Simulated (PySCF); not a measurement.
# Cl6Ga3H3 ((Cl2Ga-mu-H)3): the cost of one run

Computed with PySCF 2.14.0, with density-fitted response routines of our own, on a single molecule in the gas phase. Atoms count from 0, in the outputs and in this text.

## Step 1: Starting geometry

12 atoms, charge 0, multiplicity 1; geometry from: GFN2-xTB. The atoms were then displaced at random by about 0.03 Å, so the start is not that level's minimum.

Bonds of the start (Å): Ga0–Cl1 2.08, Ga0–Cl2 1.95, Ga0–H3 1.82, Ga0–H11 1.79, H3–Ga4 1.79, Ga4–Cl5 2.07, Ga4–Cl6 2.11, Ga4–H7 1.73, H7–Ga8 1.66, Ga8–Cl9 2.09, Ga8–Cl10 2.04, Ga8–H11 1.75.

## Step 2: Optimising the geometry at PBE0-D3(BJ)/def2-SVP

Job settings and geometry (Å):

```
{"job": {"xc": "PBE0", "basis": "def2-SVP", "d3": "d3bj", "grid": 1, "maxiter": 40, "shake": 0.03, "kind": "geom"}, "charge": 0, "multiplicity": 1}
Ga     0.534310    -1.825620     0.087890
Cl    -1.057370    -2.915570     0.874560
Cl     2.301310    -2.416160    -0.479570
H      0.864740    -0.311080     1.038080
Ga    -0.330840     0.946710     1.462460
Cl    -1.873870     0.269250     2.667930
Cl     0.882830     2.605030     1.930260
H     -0.977070     1.171380    -0.128610
Ga    -0.176230     0.797490    -1.530370
Cl    -1.588850     1.084440    -3.046560
Cl     1.752840     1.446430    -1.552260
H     -0.216320    -0.935040    -1.272810
```

On the command line:

```sh
OMP_NUM_THREADS=2 python probes_run.py task.json out
```

This one command runs all jobs of the session in turn.

**Question.** How long does this first job take on 2 threads of AMD EPYC 9R45, shared host, and how much memory does it need?

About 5.2 min, with a peak of 1.8 GiB.
